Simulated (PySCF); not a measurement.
# CoH8O4 (+3): ligand-field states, part 2 of 3

PySCF 2.14.0. Atoms count from 0. The steps go on from the part before.

### Step 5. Ligand-field states: state-averaged CASSCF (angle to the S4 axis at 60°)

The job: settings as JSON, then the geometry in Å.

```
{"job": {"kind": "lf", "basis": {"metal": "x2c-TZVPall", "ligand": "x2c-SVPall"}, "nevpt": true, "reuse": true}, "charge": 3, "metal": "Co", "open_shell": "d6"}
Co     0.000000     0.000000     0.000000
O      1.132889     1.132889     0.925000
H      0.936995     2.033011     1.212500
H      2.033011     0.936995     1.212500
O     -1.132889    -1.132889     0.925000
H     -0.936995    -2.033011     1.212500
H     -2.033011    -0.936995     1.212500
O     -1.132889     1.132889    -0.925000
H     -2.033011     0.936995    -1.212500
H     -0.936995     2.033011    -1.212500
O      1.132889    -1.132889    -0.925000
H      2.033011    -0.936995    -1.212500
H      0.936995    -2.033011    -1.212500
```

Level: state-averaged CASSCF of the metal d shell, SC-NEVPT2 on the averaged canonical orbitals, state-interaction spin-orbit coupling.

Standard output:

```text
basis functions 144, electrons 64, active (6e, 5o)
start from the orbitals of the previous structure
stage 1: DIIS on the effective Fock matrix, level shift 0.30
cycle   1  E = -1691.2278341624  dE = -1.691e+03  max|g| = 1.806e+00
cycle   2  E = -1694.2098928838  dE = -2.982e+00  max|g| = 4.527e-01
cycle   3  E = -1694.5071865924  dE = -2.973e-01  max|g| = 2.846e-01
cycle   4  E = -1694.5104881426  dE = -3.302e-03  max|g| = 2.005e-01
cycle   5  E = -1694.5872796451  dE = -7.679e-02  max|g| = 7.183e-02
cycle   6  E = -1694.5658353184  dE =  2.144e-02  max|g| = 1.288e-01
cycle   7  E = -1694.5214001288  dE =  4.444e-02  max|g| = 2.109e-01
cycle   8  E = -1694.4494169015  dE =  7.198e-02  max|g| = 2.817e-01
cycle   9  E = -1694.2051004381  dE =  2.443e-01  max|g| = 4.620e-01
cycle  10  E = -1693.4078961589  dE =  7.972e-01  max|g| = 8.730e-01
cycle  11  E = -1692.4366361196  dE =  9.713e-01  max|g| = 1.435e+00
cycle  12  E = -1691.5770412274  dE =  8.596e-01  max|g| = 1.886e+00
cycle  13  E = -1691.3009546820  dE =  2.761e-01  max|g| = 1.954e+00
cycle  14  E = -1691.3859234874  dE = -8.497e-02  max|g| = 1.796e+00
cycle  15  E = -1691.3633440831  dE =  2.258e-02  max|g| = 1.736e+00
stage 2: quasi-Newton rotations from the point of smallest gradient
cycle  17  E = -1694.6000954058  dE = -1.282e-02  max|g| = 5.898e-02
cycle  18  E = -1694.6018272098  dE = -1.732e-03  max|g| = 2.294e-02
cycle  19  E = -1694.6025510202  dE = -7.238e-04  max|g| = 2.976e-03
cycle  20  E = -1694.6025587214  dE = -7.701e-06  max|g| = 6.418e-04
cycle  21  E = -1694.6025594239  dE = -7.025e-07  max|g| = 2.940e-04
cycle  22  E = -1694.6025595092  dE = -8.534e-08  max|g| = 8.745e-05
cycle  23  E = -1694.6025595139  dE = -4.646e-09  max|g| = 1.644e-05
cycle  24  E = -1694.6025595143  dE = -3.974e-10  max|g| = 5.274e-06
converged average energy = -1694.6025595143

 mult deg   label        CASSCF/cm-1   NEVPT2/cm-1
   5   1   5B1                 0.0           0.0
   5   1   5A1              2241.6        4861.1
   5   2   5E               5732.0        8839.6
   3   1   3A2             17364.0       13300.6
   5   1   5B2              9989.2       14812.7
   3   2   3E              20450.6       17594.1
   3   2   3E              21908.9       19196.5
   3   1   3B1             23389.6       22526.8
   3   1   3A2             25078.9       23328.3
   1   1   1B2             29575.5       25339.7
   3   1   3A1             25470.5       26117.6
   3   1   3B1             27822.1       26148.4
   1   1   1B1             30060.4       26286.2
   3   1   3B2             26909.8       27005.1
   1   2   1E              31738.2       28482.2
   1   1   1A1             31631.7       28602.8
   3   1   3A1             30040.5       28886.9
   3   2   3E              29521.3       30223.6
   1   2   1E              33035.3       30643.5
   3   2   3E              29202.1       30661.9
   3   1   3B1             31699.9       31606.5
   3   2   3E              31765.1       32220.0
   3   2   3E              32364.9       32286.8
   1   1   1A1             35947.2       33628.4
   3   1   3A2             32389.5       34218.3
   3   1   3A1             34319.7       34777.6
   1   1   1B1             36082.3       35263.4
   3   1   3B1             38892.9       36215.6
   3   1   3B2             34797.4       37489.3
   1   1   1B2             37284.5       37538.1
   1   1   1A1             38821.9       37591.5
   1   1   1A2             38216.1       37701.4
   3   1   3A2             36136.3       37837.0
   3   2   3E              37350.2       38729.1
   1   1   1B1             43677.1       40331.8
   3   1   3B2             38818.6       40669.1
   1   2   1E              40479.0       41689.5
   1   1   1A1             46925.8       41891.6
   3   2   3E              39843.2       41989.1
   3   1   3A2             38830.8       41989.9
   3   1   3A1             42817.0       42928.5
   1   2   1E              41670.6       43208.9
   3   2   3E              43321.7       43364.9
   3   1   3B2             44565.6       44191.1
   1   1   1A2             44306.2       45395.6
   1   2   1E              51288.1       47425.9
   1   1   1B1             47244.6       48497.2
   1   1   1B2             45683.3       49097.6
   1   1   1A1             48504.2       50861.0
   1   2   1E              49739.6       52256.7
   1   1   1B2             55623.1       52321.9
   1   2   1E              56592.4       53861.2
   1   1   1A2             58363.8       55395.9
   1   3   1T2             58690.0       56574.6
   1   1   1B1             59040.6       57149.7
   1   1   1A1             54889.0       57445.8
   3   2   3E              64298.8       58473.6
   3   1   3A2             66233.9       61121.1
   3   1   3B1             68049.3       63490.0
   3   2   3E              68399.5       64048.5

spin-orbit levels / cm-1
      0.00  x1  5B1 1.00
      0.24  x1  5B1 1.00
     22.07  x2  5B1 1.00
     29.39  x1  5B1 1.00
   4783.30  x1  5A1 0.98
   4804.75  x2  5A1 0.98
   4868.77  x1  5A1 0.99
   4869.29  x1  5A1 0.99
   8606.95  x2  5E 1.00
   8730.98  x1  5E 0.98
   8764.69  x1  5E 0.99
   8884.75  x2  5E 0.98
   8993.85  x1  5E 1.00
   9049.46  x1  5E 0.98
   9157.26  x2  5E 0.99
  13305.65  x1  3A2 0.98
  13318.72  x2  3A2 0.99
  14851.04  x1  5B2 0.99
  14851.64  x2  5B2 0.99
  14853.08  x2  5B2 0.99
  17378.32  x1  3E 0.98
  17488.11  x1  3E 0.99
  17685.26  x2  3E 0.99
  17803.12  x1  3E 0.98
  17806.19  x1  3E 0.99
  18979.87  x1  3E 0.98
  18997.05  x1  3E 0.99
  19212.80  x2  3E 0.98
  19385.02  x1  3E 0.96
  19523.83  x1  3E 0.99
```

It took 9.7 s on 1 thread of Arm Neoverse V1, shared host; peak memory 0.31 GiB.

In short:

```tsv
quantity	value
spin-orbit constant ζ	544 cm⁻¹
```

Powder susceptibility:

```tsv
T (K)	χT (cm³ K/mol)	μ(eff)
2	2.260	4.25
20	2.982	4.88
100	3.133	5.01
300	3.151	5.02
```

### Step 6. Ligand-field states: state-averaged CASSCF (angle to the S4 axis at 65°)

The job: settings as JSON, then the geometry in Å.

```
{"job": {"kind": "lf", "basis": {"metal": "x2c-TZVPall", "ligand": "x2c-SVPall"}, "nevpt": true, "reuse": true}, "charge": 3, "metal": "Co", "open_shell": "d6"}
Co     0.000000     0.000000     0.000000
O      1.185584     1.185584     0.781844
H      1.006069     2.102084     1.024849
H      2.102084     1.006069     1.024849
O     -1.185584    -1.185584     0.781844
H     -1.006069    -2.102084     1.024849
H     -2.102084    -1.006069     1.024849
O     -1.185584     1.185584    -0.781844
H     -2.102084     1.006069    -1.024849
H     -1.006069     2.102084    -1.024849
O      1.185584    -1.185584    -0.781844
H      2.102084    -1.006069    -1.024849
H      1.006069    -2.102084    -1.024849
```

With the program's defaults for keys left out, this is: state-averaged CASSCF of the metal d shell, SC-NEVPT2 on the averaged canonical orbitals, state-interaction spin-orbit coupling.

Standard output:

```text
basis functions 144, electrons 64, active (6e, 5o)
start from the orbitals of the previous structure
stage 1: DIIS on the effective Fock matrix, level shift 0.30
cycle   1  E = -1693.5073766146  dE = -1.694e+03  max|g| = 1.011e+00
cycle   2  E = -1694.2426236682  dE = -7.352e-01  max|g| = 3.677e-01
cycle   3  E = -1694.5072969343  dE = -2.647e-01  max|g| = 4.219e-01
cycle   4  E = -1694.4676978329  dE =  3.960e-02  max|g| = 2.688e-01
cycle   5  E = -1694.5303310639  dE = -6.263e-02  max|g| = 1.702e-01
cycle   6  E = -1694.5751221862  dE = -4.479e-02  max|g| = 1.496e-01
cycle   7  E = -1694.5577166543  dE =  1.741e-02  max|g| = 1.286e-01
cycle   8  E = -1694.5861617243  dE = -2.845e-02  max|g| = 5.914e-02
cycle   9  E = -1694.4916472567  dE =  9.451e-02  max|g| = 2.438e-01
cycle  10  E = -1693.9725924772  dE =  5.191e-01  max|g| = 6.681e-01
cycle  11  E = -1693.2226092896  dE =  7.500e-01  max|g| = 9.503e-01
cycle  12  E = -1692.3798964446  dE =  8.427e-01  max|g| = 1.429e+00
cycle  13  E = -1691.9434318493  dE =  4.365e-01  max|g| = 1.663e+00
cycle  14  E = -1691.6705946861  dE =  2.728e-01  max|g| = 1.593e+00
cycle  15  E = -1691.5608043120  dE =  1.098e-01  max|g| = 1.846e+00
stage 2: quasi-Newton rotations from the point of smallest gradient
cycle  17  E = -1694.5957338983  dE = -9.572e-03  max|g| = 4.309e-02
cycle  18  E = -1694.5967047087  dE = -9.708e-04  max|g| = 1.855e-02
cycle  19  E = -1694.5971501924  dE = -4.455e-04  max|g| = 3.416e-03
cycle  20  E = -1694.5971582387  dE = -8.046e-06  max|g| = 5.226e-04
cycle  21  E = -1694.5971592546  dE = -1.016e-06  max|g| = 2.639e-04
cycle  22  E = -1694.5971593321  dE = -7.748e-08  max|g| = 9.679e-05
cycle  23  E = -1694.5971593405  dE = -8.476e-09  max|g| = 1.482e-05
cycle  24  E = -1694.5971593408  dE = -3.040e-10  max|g| = 3.257e-06
converged average energy = -1694.5971593408

 mult deg   label        CASSCF/cm-1   NEVPT2/cm-1
   5   1   5B1                 0.0           0.0
   5   1   5A1              1263.8        3528.6
   5   2   5E               4232.5        7177.9
   3   1   3A2             14704.5        9606.3
   3   2   3E              17348.9       13195.5
   5   1   5B2             11949.7       17232.5
   3   2   3E              21914.7       19744.3
   3   1   3B1             22223.3       21071.9
   1   1   1B2             27092.7       21967.7
   1   1   1B1             27933.3       23022.2
   3   1   3A2             24895.5       23308.5
   1   2   1E              28742.2       24552.1
   3   1   3B1             26458.1       24801.7
   3   1   3A1             24885.9       25466.3
   1   1   1A1             29325.5       25494.8
   3   1   3B2             26383.8       26238.5
   3   1   3A1             29492.0       28089.8
   3   2   3E              28037.1       28171.1
   3   2   3E              28310.4       29162.4
   1   1   1A1             33640.9       30137.9
   1   2   1E              32819.8       30445.4
   3   1   3B1             31045.7       30602.3
   3   2   3E              30982.4       30659.3
   3   1   3A2             31475.0       32817.3
   3   2   3E              32663.7       33257.5
   3   1   3A1             34110.2       33846.9
   1   1   1B1             35136.5       33921.4
   3   1   3B1             37514.2       34240.3
   1   1   1B2             36634.2       36628.8
   1   1   1A2             38090.9       37726.7
   3   3   3T2             37028.5       38342.2
   1   1   1A1             39050.9       38344.5
   1   1   1B1             42397.3       38421.5
   3   1   3B2             37989.2       39324.0
   3   1   3B2             36184.9       39505.1
   1   2   1E              39136.7       40194.9
   3   2   3E              39199.0       41203.4
   1   1   1A1             47418.3       42724.1
   3   1   3A2             39878.5       43271.3
   1   1   1A2             42619.7       43437.6
   1   2   1E              43058.9       44424.0
   3   1   3A1             44280.4       45210.2
   3   2   3E              44183.6       45630.4
   3   1   3B2             45805.3       46155.9
   1   2   1E              50208.2       46458.1
   1   1   1B1             46856.4       47784.2
   1   2   1E              49748.6       50785.6
   1   1   1B2             47223.5       50937.9
   1   1   1B2             56510.8       52648.0
   1   1   1A1             49976.9       52887.5
   1   2   1E              54950.1       53309.8
   1   1   1A2             59453.7       56522.5
   1   2   1E              59453.8       56945.7
   1   1   1B1             58849.9       57478.3
   1   1   1B2             57873.6       57854.0
   1   1   1A1             55430.0       58023.0
   3   2   3E              63795.8       58652.5
   3   1   3A2             66141.7       61017.0
   3   1   3B2             67349.0       63149.4
   3   2   3E              68159.4       63919.8

spin-orbit levels / cm-1
      0.00  x1  5B1 1.00
      0.36  x1  5B1 1.00
     19.41  x2  5B1 1.00
     25.84  x1  5B1 1.00
   3426.47  x1  5A1 0.97
   3453.44  x2  5A1 0.97
   3533.92  x1  5A1 0.99
   3534.63  x1  5A1 0.99
   6946.46  x2  5E 1.00
   7063.42  x1  5E 0.98
   7094.80  x1  5E 0.98
   7214.48  x2  5E 0.98
   7324.41  x1  5E 0.99
   7388.38  x1  5E 0.97
   7501.57  x2  5E 0.99
   9603.84  x1  3A2 0.96
   9627.04  x2  3A2 0.97
  12958.12  x1  3E 0.98
  13032.01  x1  3E 0.99
  13343.40  x2  3E 0.97
  13527.07  x1  3E 0.99
  13545.14  x1  3E 0.96
  17253.14  x1  5B2 0.99
  17255.90  x2  5B2 0.99
  17263.51  x1  5B2 1.00
  17263.63  x1  5B2 1.00
  19533.39  x1  3E 0.96
  19584.65  x1  3E 0.98
  19739.94  x2  3E 0.98
  19847.00  x1  3E 0.97
```

Run time: 9.7 s. Hardware: 1 thread of Arm Neoverse V1, shared host; peak memory 0.31 GiB.

From this job:

```tsv
quantity	value
spin-orbit constant ζ	545 cm⁻¹
```

Powder susceptibility:

```tsv
T (K)	χT (cm³ K/mol)	μ(eff)
2	2.252	4.24
20	3.005	4.90
100	3.135	5.01
300	3.154	5.02
```

### Step 7. Ligand-field states: state-averaged CASSCF (angle to the S4 axis at 72°)

The job: settings as JSON, then the geometry in Å.

```
{"job": {"kind": "lf", "basis": {"metal": "x2c-TZVPall", "ligand": "x2c-SVPall"}, "nevpt": true, "reuse": true}, "charge": 3, "metal": "Co", "open_shell": "d6"}
Co     0.000000     0.000000     0.000000
O      1.244122     1.244122     0.571681
H      1.082801     2.178817     0.749366
H      2.178817     1.082801     0.749366
O     -1.244122    -1.244122     0.571681
H     -1.082801    -2.178817     0.749366
H     -2.178817    -1.082801     0.749366
O     -1.244122     1.244122    -0.571681
H     -2.178817     1.082801    -0.749366
H     -1.082801     2.178817    -0.749366
O      1.244122    -1.244122    -0.571681
H      2.178817    -1.082801    -0.749366
H      1.082801    -2.178817    -0.749366
```

With the program's defaults for keys left out, this is: state-averaged CASSCF of the metal d shell, SC-NEVPT2 on the averaged canonical orbitals, state-interaction spin-orbit coupling.

Standard output:

```text
basis functions 144, electrons 64, active (6e, 5o)
start from the orbitals of the previous structure
stage 1: DIIS on the effective Fock matrix, level shift 0.30
cycle   1  E = -1692.5768368770  dE = -1.693e+03  max|g| = 1.378e+00
cycle   2  E = -1694.2888108794  dE = -1.712e+00  max|g| = 3.098e-01
cycle   3  E = -1694.5197321253  dE = -2.309e-01  max|g| = 2.042e-01
cycle   4  E = -1694.5180822882  dE =  1.650e-03  max|g| = 1.505e-01
cycle   5  E = -1694.5724324517  dE = -5.435e-02  max|g| = 1.305e-01
cycle   6  E = -1694.5627900292  dE =  9.642e-03  max|g| = 1.161e-01
cycle   7  E = -1694.5373368369  dE =  2.545e-02  max|g| = 1.507e-01
cycle   8  E = -1694.5166070852  dE =  2.073e-02  max|g| = 1.849e-01
cycle   9  E = -1694.4788595217  dE =  3.775e-02  max|g| = 2.357e-01
cycle  10  E = -1694.4873639394  dE = -8.504e-03  max|g| = 2.328e-01
cycle  11  E = -1694.4749497043  dE =  1.241e-02  max|g| = 2.722e-01
cycle  12  E = -1694.1585944657  dE =  3.164e-01  max|g| = 5.148e-01
cycle  13  E = -1693.4563711628  dE =  7.022e-01  max|g| = 8.302e-01
cycle  14  E = -1692.6619264425  dE =  7.944e-01  max|g| = 1.264e+00
cycle  15  E = -1692.2509776192  dE =  4.109e-01  max|g| = 1.344e+00
stage 2: quasi-Newton rotations from the point of smallest gradient
cycle  17  E = -1694.5836238874  dE = -2.083e-02  max|g| = 2.989e-02
cycle  18  E = -1694.5847623226  dE = -1.138e-03  max|g| = 2.735e-02
cycle  19  E = -1694.5851589879  dE = -3.967e-04  max|g| = 8.805e-03
cycle  20  E = -1694.5852041374  dE = -4.515e-05  max|g| = 9.064e-04
cycle  21  E = -1694.5852062559  dE = -2.118e-06  max|g| = 2.886e-04
cycle  22  E = -1694.5852064104  dE = -1.545e-07  max|g| = 6.551e-05
cycle  23  E = -1694.5852064242  dE = -1.387e-08  max|g| = 5.278e-05
cycle  24  E = -1694.5852064260  dE = -1.726e-09  max|g| = 1.091e-05
cycle  25  E = -1694.5852064261  dE = -1.153e-10  max|g| = 2.146e-06
converged average energy = -1694.5852064261

 mult deg   label        CASSCF/cm-1   NEVPT2/cm-1
   5   1   5B1                 0.0           0.0
   5   1   5A1               132.5        1844.2
   3   1   3A2             11197.1        4715.1
   5   2   5E               2224.8        4997.1
   3   2   3E              12874.2        7642.0
   3   1   3B1             18816.7       16530.6
   1   1   1B2             23820.2       17438.7
   1   1   1B1             25032.4       18504.0
   3   2   3E              21478.7       19315.8
   1   2   1E              24522.3       19354.7
   1   1   1A1             24892.9       20370.6
   5   1   5B2             14628.7       20503.9
   3   1   3A2             24692.2       23379.3
   3   1   3B1             25228.2       23849.7
   3   1   3A1             24037.9       24274.2
   3   2   3E              26132.2       24971.3
   3   1   3B2             25712.4       25262.6
   1   1   1A1             30941.3       25980.1
   3   2   3E              26717.7       27232.0
   3   1   3A1             28855.2       27258.7
   3   2   3E              28986.0       28646.4
   1   2   1E              32114.2       29156.9
   3   1   3B1             30454.2       29477.2
   3   1   3A2             29408.2       30476.5
   1   1   1B1             33344.4       31115.5
   3   1   3A1             33741.7       32594.2
   3   1   3B1             36299.6       32689.0
   3   2   3E              33040.2       33020.7
   3   2   3E              35816.7       34871.3
   1   1   1B2             35878.3       35460.2
   1   1   1B1             40088.4       36360.8
   3   1   3B2             34909.3       36923.1
   1   1   1A1             38856.0       37781.8
   1   1   1A2             37461.8       37878.9
   1   2   1E              37281.2       38210.2
   1   1   1A2             40640.6       40608.7
   3   1   3A2             38801.1       41341.8
   3   1   3B2             39497.5       42223.7
   3   2   3E              39925.9       43496.7
   1   1   1A1             47986.9       43613.1
   1   2   1E              48146.7       44397.6
   1   2   1E              44218.1       44422.9
   3   1   3A2             41435.5       45234.5
   1   1   1B1             46451.2       45507.2
   1   2   1E              49399.2       47232.7
   3   2   3E              45673.8       48213.4
   3   1   3A1             46683.0       48594.5
   3   1   3B2             47846.7       48861.6
   1   1   1B2             48741.8       52056.8
   1   1   1B2             56015.3       54300.8
   1   2   1E              54118.9       55714.7
   1   1   1A1             51950.3       56199.9
   1   1   1A2             60693.3       57512.5
   1   1   1B2             58771.9       57578.4
   1   2   1E              60516.5       58633.1
   1   1   1B1             58956.0       58732.9
   1   1   1A1             56779.1       59149.2
   3   2   3E              63782.2       59837.0
   3   1   3A2             66288.0       61280.8
   3   1   3B2             66686.9       62458.8

spin-orbit levels / cm-1
      0.00  x1  5B1 0.99
      0.88  x1  5B1 0.99
     17.22  x2  5B1 0.99
     22.84  x1  5B1 0.99
   1666.43  x1  5A1 0.93 3A2 0.04
   1711.98  x2  5A1 0.94 3A2 0.03
   1848.26  x1  5A1 0.98
   1849.70  x1  5A1 0.99
   4754.98  x1  3A2 0.92 5A1 0.04 3E 0.03
   4762.59  x2  3A2 0.81 5E 0.13
   4770.02  x2  5E 0.89 3A2 0.10
   4836.61  x1  5E 0.95 3E 0.04
   4876.07  x1  5E 0.95 3E 0.04
   4989.59  x2  5E 0.94 3E 0.03
   5107.61  x1  5E 0.97
   5189.53  x1  5E 0.93 5A1 0.03 3E 0.03
   5349.97  x2  5E 0.97
   7468.69  x1  3E 0.95 5E 0.04
   7536.62  x1  3E 0.96 5E 0.04
   7890.43  x2  3E 0.93 5E 0.04
   8051.92  x1  3E 0.97
   8106.76  x1  3E 0.93 3A2 0.04
  16506.39  x2  3B1 0.97
  16559.71  x1  3B1 0.98
  17425.70  x1  1B2 0.94 3E 0.05
  18296.85  x1  1B1 0.79 3E 0.20
  19226.20  x2  3E 0.62 1E 0.37
  19361.28  x1  3E 0.93 1A1 0.05
  19365.23  x1  3E 0.93 1B2 0.05
  19482.37  x1  3E 0.79 1B1 0.20
```

It took 9.8 s on 1 thread of Arm Neoverse V1, shared host; peak memory 0.31 GiB.

Key values:

```tsv
quantity	value
spin-orbit constant ζ	547 cm⁻¹
```

Powder susceptibility:

```tsv
T (K)	χT (cm³ K/mol)	μ(eff)
2	2.195	4.19
20	3.035	4.93
100	3.153	5.02
300	3.177	5.04
```

[end of part 2 of 3]
